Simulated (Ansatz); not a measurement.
# CH4AlF2N: the cost of one run

All numbers are computed with the Python package of Ansatz 0.2.0. Level of theory: B3LYP/6-31G*.

**1. The structure**

Bond lengths: C1–N2 1.520 Å, N2–Al3 1.923 Å, Al3–F4 1.738 Å, Al3–F5 1.833 Å, C1–H6 1.088 Å, C1–H7 1.094 Å, C1–H8 1.105 Å, N2–H9 1.094 Å. Angles: C1–N2–Al3 110.7°, C1–N2–H9 107.0°, Al3–N2–H9 107.4°, N2–C1–H6 105.2°, N2–C1–H7 109.7°, N2–C1–H8 106.3°, H6–C1–H7 112.9°, H6–C1–H8 111.1°, H7–C1–H8 111.3°, N2–Al3–F4 123.8°, N2–Al3–F5 118.8°, F4–Al3–F5 117.4°.

No structure file is read: the coordinates are typed or built in the script.

**2. The code**

opt_ch4alf2n.py

```python
"""Minimum-energy structure of CH4AlF2N."""

import logging
import sys

import ansatz as az
import numpy as np

logging.basicConfig(stream=sys.stdout, format="[%(levelname)s] %(message)s")
log = logging.getLogger("ansatz_job")
log.setLevel(logging.INFO)

BASIS = "6-31G*"
FUNCTIONAL = "b3lyp"

geometry_ang = [
    ("C", (-0.0298, -1.2191, 0.4601)),
    ("N", (-0.7042, 0.1427, 0.4919)),
    ("Al", (0.0482, 1.3049, -0.8431)),
    ("F", (-0.8809, 2.0554, -2.1055)),
    ("F", (1.8525, 1.6291, -0.8181)),
    ("H", (-0.5367, -1.8055, 1.2242)),
    ("H", (1.0411, -1.104, 0.6517)),
    ("H", (-0.2146, -1.6333, -0.5472)),
    ("H", (-0.4871, 0.5835, 1.4689)),
]
system = az.Crystal.molecule()
for symbol, xyz in geometry_ang:
    system = system.atom(symbol, xyz)

job = (
    system.calculation()
    .basis(gaussian=BASIS)
    .functional(FUNCTIONAL)
)
symbols = [site.symbol for site in system.cartesian_sites]
start = np.array([site.position_ang for site in system.cartesian_sites], dtype=float)
r = job.relax(force_tolerance=0.02).run(threads=1, pin="off").report
end = np.array(r["positions_ang"])

log.info(f"E = {r['free_energy_ev']:.6f} eV = {r['free_energy_ev'] / 27.211386246:.7f} Ha")
print("converged:", r["converged"], " doubts:", r["published_state_doubts"] or "none")

log.info("final positions (A) and the move of each atom")
for symbol, xyz, old in zip(symbols, end, start):
    log.info(f"{symbol:2s} {xyz[0]:10.5f} {xyz[1]:10.5f} {xyz[2]:10.5f}   {np.linalg.norm(xyz - old):7.4f}")
```

**3. What the engine is handed**

The engine receives this input:

```yaml
crystal:
  periodic: [false, false, false]
  atoms:
    - { symbol: C, position_ang: [-0.0298, -1.2191, 0.4601] }
    - { symbol: "N", position_ang: [-0.7042, 0.1427, 0.4919] }
    - { symbol: Al, position_ang: [0.0482, 1.3049, -0.8431] }
    - { symbol: F, position_ang: [-0.8809, 2.0554, -2.1055] }
    - { symbol: F, position_ang: [1.8525, 1.6291, -0.8181] }
    - { symbol: H, position_ang: [-0.5367, -1.8055, 1.2242] }
    - { symbol: H, position_ang: [1.0411, -1.104, 0.6517] }
    - { symbol: H, position_ang: [-0.2146, -1.6333, -0.5472] }
    - { symbol: H, position_ang: [-0.4871, 0.5835, 1.4689] }
basis:
  gaussian:
    orbitals: "6-31G*"
hamiltonian:
  xc: b3lyp
relax:
  f_tol: 0.02
```

**4. Running it**

Started as:

```console
$ python opt_ch4alf2n.py
```

Q: Estimate wall time and peak memory on 1 thread of Arm Neoverse V1, shared host.

About 76 s, with a peak of 0.24 GiB.
